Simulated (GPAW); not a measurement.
# BiTe (Fm-3m) in GPAW: a series of runs, part 2 of 2

GPAW 26.7.0. The steps go on from the part before.

## 3. Single point, RPBE

Contents of run.py:

```python
from ase import Atoms
from ase.dft.bandgap import bandgap
from ase.io import write
from ase.units import GPa
from gpaw import GPAW, PW

atoms = Atoms(['Bi', 'Te'],
              cell=[[0.0, 3.235, 3.235],
                    [3.235, 0.0, 3.235],
                    [3.235, 3.235, 0.0]],
              scaled_positions=[[0.0, 0.0, 0.0],
                                [0.5, 0.5, 0.5]],
              pbc=True)

calc = GPAW(mode=PW(600),
            xc='RPBE',
            kpts={'size': (7, 7, 7), 'gamma': True},
            occupations={'name': 'methfessel-paxton', 'order': 0, 'width': 0.1},
            nbands=20,
            convergence={'density': 1e-05, 'energy': 1e-05},
            maxiter=150,
            txt='gpaw.txt')
atoms.calc = calc
energy = atoms.get_potential_energy()
forces = atoms.get_forces()
stress = atoms.get_stress()
calc.write('gs.gpw')
write('result.traj', atoms)
print(f'Energy: {energy:.6f} eV')
print('Forces (eV/A):')
print(forces.round(4))
print('Stress (GPa):', (stress / GPa).round(3))
print('Fermi level:', round(calc.get_fermi_level(), 4), 'eV')
print(f'Gap: {bandgap(calc)[0]:.4f} eV, direct: {bandgap(calc, direct=True)[0]:.4f} eV')
```

Potentials or basis: the program's PAW data sets (release 1.2.1) made for this functional, pw.

Started as:

```
$ OMP_NUM_THREADS=1 python run.py
```

gpaw.txt:

```text
__  _  _
 | _ |_)|_||  |
 |__||  | ||/\| - 26.7.0

Input parameters:
  mode=PW(ecut=600.0),
  convergence={'density': 1e-05, 'energy': 1e-05},
  kpts=MonkhorstPack(size=(7, 7, 7), gamma=True),
  maxiter=150,
  nbands=20,
  occupations=Occupations(name='methfessel-paxton', order=0, width=0.1),
  xc=XC(name='RPBE')

Diagonalizing LCAO Hamiltonian
Converting LCAO to pw mode

                 Te

       Bi

Atoms  # Å, Bohr magnetons
|   | symbol |        x |        y |        z |    initial magnetic moments |
|---|--------|----------|----------|----------|-----------------------------|
| 0 |     Bi | 0.000000 | 0.000000 | 0.000000 | ( 0.0000,  0.0000,  0.0000) |
| 1 |     Te | 3.235000 | 3.235000 | 3.235000 | ( 0.0000,  0.0000,  0.0000) |

Unit cell  # Å
| periodic |        x |        y |        z |  lengths |    angles |
|----------|----------|----------|----------|----------|-----------|
|      yes | 0.000000 | 3.235000 | 3.235000 | 4.574981 | 60.000000 |
|      yes | 3.235000 | 0.000000 | 3.235000 | 4.574981 | 60.000000 |
|      yes | 3.235000 | 3.235000 | 0.000000 | 4.574981 | 60.000000 |

Number of symmetries: 48
Symmetry operations  # r_c * U_cc + t_c -> r_c
|    | kind |            matrix            |
|----|------|------------------------------|
|  0 |  σ   |  1, 0, 0,  1, 0,-1,  1,-1, 0 |
|  1 |  C2  |  1, 0, 0,  1,-1, 0,  1, 0,-1 |
|  2 |  E   |  1, 0, 0,  0, 1, 0,  0, 0, 1 |
|  3 |  σ   |  1, 0, 0,  0, 0, 1,  0, 1, 0 |
|  4 |  C4  |  1, 0,-1,  1, 0, 0,  1,-1, 0 |
|  5 |  S6  |  1, 0,-1,  1,-1, 0,  1, 0, 0 |
|  6 |  σ   |  1, 0,-1,  0, 1,-1,  0, 0,-1 |
|  7 |  C3  |  1, 0,-1,  0, 0,-1,  0, 1,-1 |
|  8 |  S6  |  1,-1, 0,  1, 0, 0,  1, 0,-1 |
|  9 |  C4  |  1,-1, 0,  1, 0,-1,  1, 0, 0 |
| 10 |  C3  |  1,-1, 0,  0,-1, 1,  0,-1, 0 |
| 11 |  σ   |  1,-1, 0,  0,-1, 0,  0,-1, 1 |
| 12 |  σ   |  0, 1, 0,  1, 0, 0,  0, 0, 1 |
| 13 |  C4  |  0, 1, 0,  0, 1,-1, -1, 1, 0 |
| 14 |  C3  |  0, 1, 0,  0, 0, 1,  1, 0, 0 |
| 15 |  S6  |  0, 1, 0, -1, 1, 0,  0, 1,-1 |
| 16 |  C2  |  0, 1,-1,  1, 0,-1,  0, 0,-1 |
| 17 |  σ   |  0, 1,-1,  0, 1, 0, -1, 1, 0 |
| 18 |  S4  |  0, 1,-1,  0, 0,-1,  1, 0,-1 |
| 19 |  C4  |  0, 1,-1, -1, 1, 0,  0, 1, 0 |
| 20 |  C3  |  0, 0, 1,  1, 0, 0,  0, 1, 0 |
| 21 |  σ   |  0, 0, 1,  0, 1, 0,  1, 0, 0 |
| 22 |  S6  |  0, 0, 1,  0,-1, 1, -1, 0, 1 |
| 23 |  C4  |  0, 0, 1, -1, 0, 1,  0,-1, 1 |
| 24 |  S4  |  0, 0,-1,  1, 0,-1,  0, 1,-1 |
| 25 |  C3  |  0, 0,-1,  0, 1,-1,  1, 0,-1 |
| 26 |  C2  |  0, 0,-1,  0,-1, 0, -1, 0, 0 |
| 27 |  S6  |  0, 0,-1, -1, 0, 0,  0,-1, 0 |
| 28 |  S4  |  0,-1, 1,  1,-1, 0,  0,-1, 0 |
| 29 |  C4  |  0,-1, 1,  0, 0, 1, -1, 0, 1 |
| 30 |  C2  |  0,-1, 1,  0,-1, 0,  1,-1, 0 |
| 31 |  σ   |  0,-1, 1, -1, 0, 1,  0, 0, 1 |
| 32 |  C3  |  0,-1, 0,  1,-1, 0,  0,-1, 1 |
| 33 |  S6  |  0,-1, 0,  0, 0,-1, -1, 0, 0 |
| 34 |  S4  |  0,-1, 0,  0,-1, 1,  1,-1, 0 |
| 35 |  C2  |  0,-1, 0, -1, 0, 0,  0, 0,-1 |
| 36 |  C2  | -1, 1, 0,  0, 1, 0,  0, 1,-1 |
| 37 |  S6  | -1, 1, 0,  0, 1,-1,  0, 1, 0 |
| 38 |  S4  | -1, 1, 0, -1, 0, 1, -1, 0, 0 |
| 39 |  C3  | -1, 1, 0, -1, 0, 0, -1, 0, 1 |
| 40 |  S6  | -1, 0, 1,  0, 0, 1,  0,-1, 1 |
| 41 |  C2  | -1, 0, 1,  0,-1, 1,  0, 0, 1 |
| 42 |  C3  | -1, 0, 1, -1, 1, 0, -1, 0, 0 |
| 43 |  S4  | -1, 0, 1, -1, 0, 0, -1, 1, 0 |
| 44 |  C2  | -1, 0, 0,  0, 0,-1,  0,-1, 0 |
| 45 |  i   | -1, 0, 0,  0,-1, 0,  0, 0,-1 |
| 46 |  σ   | -1, 0, 0, -1, 1, 0, -1, 0, 1 |
| 47 |  C2  | -1, 0, 0, -1, 0, 1, -1, 1, 0 |

BZ-sampling:
  Number of BZ points: 343
  Number of IBZ points: 20

  Monkhorst-Pack size: [7, 7, 7]
  Monkhorst-Pack shift: [0, 0, 0]

K-points  # in reciprocal-cell coordinates
|     |                                coordinates |     weight |
|-----|--------------------------------------------|------------|
|   0 | (  0.00000000,   0.00000000,   0.00000000) | 0.00291545 |
|   1 | (  0.14285714,   0.14285714,   0.00000000) | 0.01749271 |
|   2 | (  0.14285714,   0.14285714,   0.14285714) | 0.02332362 |
|   3 | (  0.28571429,   0.14285714,   0.14285714) | 0.03498542 |
|   4 | (  0.28571429,   0.28571429,   0.00000000) | 0.01749271 |
|   5 | (  0.28571429,   0.28571429,   0.14285714) | 0.06997085 |
|   6 | (  0.28571429,   0.28571429,   0.28571429) | 0.02332362 |
|   7 | (  0.42857143,  -0.28571429,  -0.28571429) | 0.03498542 |
|   8 | (  0.42857143,   0.28571429,  -0.42857143) | 0.13994169 |
|   9 | (  0.42857143,   0.28571429,  -0.28571429) | 0.06997085 |
| ... |                                            |            |
|  19 | (  0.42857143,   0.42857143,   0.42857143) | 0.02332362 |

Plane wave coefficients: 2281
Cutoff: 600.0 eV

Spin-components: 1 (collinear spins)
Bands:           20
Projectors:      11
Spin-degeneracy: 2
Datatype:        complex128

Parallelization:
  kpt:    1
  domain: 1
  band:   1

Density:
  Valence electrons: 21.0
  Components: 1
  Grid points: [27 27 27]
  Charge: 0.0  # |e|

Potential:
  Grid points: [27 27 27]

species:
  Bi:
    name:    Bismuth
    Z:       83.0
    valence: 15
    core:    68
    charge:  0.0  # [|e|]
    compensation charges:
      type: gauss
      rc: 0.38  # [Å]
      lmax: 2
    cutoffs:
      filter: 2.23  # [Å]
      core: 2.33  # [Å]
    projectors
    | kind |    occ | energy [eV] | rcut [Å] |
    |------|--------|-------------|----------|
    |   6s |  2.000 |     -14.318 |    1.286 |
    |   6p |  3.000 |      -4.518 |    1.275 |
    |   5d | 10.000 |     -27.109 |    1.349 |
    |    s |        |      12.893 |    1.286 |
    |    p |        |      22.694 |    1.275 |
    |    d |        |       0.102 |    1.349 |

    Using partial waves for Bi as LCAO basis

  Te:
    name:    Tellurium
    Z:       52.0
    valence: 6
    core:    46
    charge:  0.0  # [|e|]
    compensation charges:
      type: gauss
      rc: 0.36  # [Å]
      lmax: 2
    cutoffs:
      filter: 2.09  # [Å]
      core: 3.17  # [Å]
    projectors
    | kind |    occ | energy [eV] | rcut [Å] |
    |------|--------|-------------|----------|
    |   5s |  2.000 |     -15.026 |    1.180 |
    |   5p |  4.000 |      -5.917 |    1.196 |
    |    s |        |      12.185 |    1.180 |
    |    p |        |      21.294 |    1.196 |
    |    d |        |       0.000 |    1.238 |

    Using partial waves for Te as LCAO basis

Reference energy: -769664.136105  # eV

eigensolver:
  PPCG
  Converge bands: occupied
  niter=2

density mixing:
  MSR1-Mixer
  Pratt-step length: 0.05
  Maximum mixing coefficient: 0.75
  Old densities: 10
  SVD Regularization: 0.005
  Good broyden scale: 1.0
  Trust region scale: 1.0
  Backstep threshold: 4.0
  History deletion threshold: 6.0
  Fourier metric: weight=20.0, sigma=0.015

occupation numbers:
  Methfessel-Paxton:
    width: 0.1000  # eV
    order: 0

poisson solver:
  ecut: 4800.0  # eV

xc functional:
  name: RPBE with 2 nearest neighbor stencil

convergence criteria:
- Maximum integral of absolute [dens]ity change: 1e-05 electrons / valence electron
- Maximum [total energy] change in last 3 cyles: 1e-05 eV / valence electron
- Maximum integral of absolute [eigenst]ate change: 4e-08 eV^2 / valence electron
maximum number of iterations: 150

SCF iterations
|iter     | |      energy | eigst |  dens |
|---------|-|-------------|-------|-------|
|iter:   1| |   -7.230323 | -0.42 |       |
|iter:   2| |   -7.230098 | -2.52 | -1.54 |
|iter:   3| |   -7.226753 | -3.06 | -1.58 |
|iter:   4| |   -7.230624 | -3.44 | -2.01 |
|iter:   5| |   -7.231483 | -4.04 | -2.38 |
|iter:   6| |   -7.231519 | -5.28 | -3.10 |
|iter:   7| |   -7.231524c| -6.41 | -3.87 |
|iter:   8| |   -7.231526c| -6.98 | -4.33 |
|iter:   9| |   -7.231526c| -7.79c| -5.02c|

Converged in 9 steps
Energy contributions relative to reference atoms: (reference = -769664.136105)

Energy contributions:
  Kinetic:          24.495537
  Coulomb:         -23.243728
  Zero:             -1.377026
  External:          0.000000
  Xc:               -7.098662
  Entropy:          -0.015295
  Spinorbit:         0.000000
  ----------------------------
  Free energy:      -7.239173
  Extrapolated:     -7.231526

dipole moment: (-25.157158, -25.157158, -25.157158)  # |e|*Ang

Fermi level: 6.573
Eigenvalues  # (at kpt = [0.000, 0.000, 0.000])
| band index |      eig [eV] | occ [0-2] |
|------------|---------------|-----------|
|          0 |       -16.880 |     2.000 |
|        ... |               |           |
|          2 |       -16.877 |     2.000 |
|          3 |       -16.877 |     2.000 |
|          4 |       -16.877 |     2.000 |
|          5 |        -6.924 |     2.000 |
|          6 |        -1.459 |     2.000 |
|          7 |         3.960 |     2.000 |
[... 8 lines left out ...]
|         16 |        12.790 |     0.000 |
|         17 |        13.188 |     0.000 |
|        ... |               |           |
|         19 |        13.205 |     0.000 |

No gap
No difference between direct/indirect transitions

Forces  # eV/Ang
|        x |        y |       z |
|----------|----------|---------|
|  0.00000 | -0.00000 | 0.00000 |  # Bi   0
| -0.00000 | -0.00000 | 0.00000 |  # Te   1

Stress tensor  # eV/Ang^3
|         x |         y |         z |
|-----------|-----------|-----------|
| -0.012693 | -0.000000 | -0.000000 |
| -0.000000 | -0.012693 |  0.000000 |
| -0.000000 |  0.000000 | -0.012693 |

# Writing to gs.gpw (mode='')
```

It took 20 s on 1 thread of Arm Neoverse V1, shared host; peak memory 0.17 GiB.

Results:

```
Free energy            : -7.2392 eV
Pressure               : 2.0 GPa
Band gap on the k mesh : none (metal or under the smearing width)
```

Caveat: spin-orbit coupling is left out, which moves the levels of the heavy elements.

## 4. Single point, PBEsol

run.py: that of step 3 with these lines changed.

```diff
@@ -3,4 +3,7 @@
 from ase.io import write
-from ase.units import GPa
-from gpaw import GPAW, PW
+from ase.units import Bohr, GPa
+from gpaw import GPAW, PW, setup_paths
+from gpaw.elf import elf_from_dft_calculation
+
+setup_paths.insert(0, '.')
 
@@ -15,3 +18,3 @@
 calc = GPAW(mode=PW(600),
-            xc='RPBE',
+            xc='PBEsol',
             kpts={'size': (7, 7, 7), 'gamma': True},
@@ -34 +37,6 @@
 print(f'Gap: {bandgap(calc)[0]:.4f} eV, direct: {bandgap(calc, direct=True)[0]:.4f} eV')
+
+# fields on the real-space grid
+write('density.cube', atoms, data=calc.get_pseudo_density() * Bohr**3)
+write('potential.cube', atoms, data=calc.get_electrostatic_potential())
+write('elf.cube', atoms, data=elf_from_dft_calculation(calc).data)
```

Potentials or basis: PAW data sets generated in the run's folder for this functional, pw.

Started as:

```
$ gpaw-setup -f PBEsol Bi Te
$ OMP_NUM_THREADS=1 python run.py
```

Run time: 25 s. Hardware: 1 thread of Arm Neoverse V1, shared host; peak memory 0.17 GiB.

Results (log left out):

| Property | Result |
| --- | --- |
| Free energy | -8.8075 eV |
| Pressure | -1.8 GPa |
| Band gap on the k mesh | none (metal or under the smearing width) |

Levels at points of the mesh, in eV from the Fermi level:
```csv
k point,band 6,band 7,band 8,band 9,band 10,band 11,band 12,band 13,band 14,band 15
"(0.00, 0.00, 0.00)",-13.50,-8.06,-2.56,-2.56,-2.56,2.12,2.12,2.12,4.63,4.63
```

Caveat: spin-orbit coupling is left out, which moves the levels of the heavy elements.

## 5. The runs side by side

| level | potentials or basis | cell | gap on the mesh (eV) | pressure (GPa) |
| --- | --- | --- | --- | --- |
| RPBE | the program's PAW data sets (release 1.2.1) made for this functional, pw | the cell as VASP's run set it | none | 2.0 |
| RPBE | the program's PAW data sets (release 1.2.1) made for this functional, pw | as given | none | 2.0 |
| PBEsol | PAW data sets generated in the run's folder for this functional, pw | as given | none | -1.8 |

Alike in all rows: task single point; no spin polarisation; k mesh 7 × 7 × 7; cutoff (eV) 600; smearing gaussian 0.1 eV.

Caveats: spin-orbit coupling is left out, which moves the levels of the heavy elements.

Absolute energies hang on the potentials; compare differences alone.
